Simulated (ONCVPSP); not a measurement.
**Pseudopotential generation for iodine: ONCV, PBE**

Do these settings give a usable potential? It is generated, then checked for transferability, scattering, ghosts and hardness.

Program: ONCVPSP 4.0.1.1 (patched build). Reference atom: PBE, scalar-relativistic, spherical and spin-unpolarised. All values are calculated.

**1. The design**

Typed settings, in words:

| Quantity | Value |
| --- | --- |
| element | iodine (I, Z = 53) |
| type | optimised norm-conserving Vanderbilt (ONCV) |
| frozen core | [Kr] 4d10 |
| valence charge | 7 |
| reference configuration | 5s2 5p5 |
| partial waves | 5s: rc 1.70 bohr, ncon 4, nbas 9, qcut 3.8 1/bohr, 2 projectors, debl 1.8 Ha; 5p: rc 1.85 bohr, ncon 5, nbas 9, qcut 3.8 1/bohr, 2 projectors, debl 3.5 Ha; d scattering state at 0.24 Ha: rc 1.90 bohr, ncon 4, nbas 9, qcut 5.3 1/bohr, 2 projectors, debl 1.1 Ha |
| local potential | polynomial inside 1.20 bohr (lpopt 1, dvloc0 0 Ha) |
| core correction | not asked for |

The outer shells as boxes (Hund's rule for the drawing; the calculation is spin-unpolarised):

```
[Kr] core
4d [↑↓][↑↓][↑↓][↑↓][↑↓]
5s [↑↓]
5p [↑↓][↑↓][↑ ]
```

**2. Generating the potential**

I.dat

```
# ATOM AND REFERENCE CONFIGURATION
# atsym  z   nc   nv     iexc    psfile
  I 53.00    9    2        4      upf
#
#   n    l    f
    1    0    2.00
    2    0    2.00
    2    1    6.00
    3    0    2.00
    3    1    6.00
    3    2   10.00
    4    0    2.00
    4    1    6.00
    4    2   10.00
    5    0    2.00
    5    1    5.00
#
# PSEUDOPOTENTIAL AND OPTIMIZATION
# lmax
    2
#
#   l,   rc,      ep,       ncon, nbas, qcut
    0    1.70    0.00    4    9    3.80
    1    1.85    0.00    5    9    3.80
    2    1.90    0.24    4    9    5.30
#
# LOCAL POTENTIAL
# lloc, lpopt,  rc(5),   dvloc0
    4    1    1.20    0.00
#
# VANDERBILT-KLEINMAN-BYLANDER PROJECTORs
# l, nproj, debl
    0    2    1.80
    1    2    3.50
    2    2    1.10
#
# MODEL CORE CHARGE
# icmod, fcfact, rcfact
    0    0.00    0.00
#
# LOG DERIVATIVE ANALYSIS
# epsh1, epsh2, depsh
   -2.00    5.00    0.02
#
# OUTPUT GRID
# rlmax, drl
    6.00    0.01
#
# TEST CONFIGURATIONS
# ncnf
    4
# nvcnf
#   n    l    f
    2
    5    0    2.00
    5    1    4.00
#
    2
    5    0    2.00
    5    1    3.00
#
    2
    5    0    2.00
    5    1    2.00
#
    2
    5    0    2.00
    5    1    4.50
#
```

Started as:

```sh
oncvpsp.x < I.dat > I.out
```

Q: Predict the outcome of this session. Wanted: cutoffs for 1 and 0.1 mHa per electron, occupied waves; bound ghosts; GHOST(+) flags; largest test error; largest phase difference near zero energy, channels read.

The runs gave:

| quantity | value |
| --- | --- |
| cutoffs for 1 and 0.1 mHa per electron, occupied waves | 13 Ha and 62 Ha |
| bound ghosts | s at -28.61 eV, d at -35.91 eV |
| GHOST(+) flags | p at 112 eV |
| largest test error (AE − PS) | -70 meV, for 5s2 5p2 |
| largest phase difference near zero energy, channels read | 0.005 rad |

In words: It has a bound ghost (s, d), a state that the atom doesn't have, and that rules the file out. By total energies transferability is fair: the largest error is 70 meV on 60.3 eV, for 5s2 5p2. That test lies far up in energy; among those under 40 eV, nearer to bonding, the largest error is 27 meV. It counts as soft on the atom at that tolerance, with 13 Ha needed at the looser tolerance. The tighter tolerance needs 62 Ha, and converged work needs a cutoff nearer that. At the looser tolerance the 5s wave is the slowest; 5p needs 8 Ha. That counts occupied waves only; other projectors can need more. Near zero energy the phases of the channels with partial waves agree within 0.005 rad. The pseudo curves have a pole with no partner nearby in the atom's: s at -1.05 Ha. The program also flags highly localised states, GHOST(+) (p).
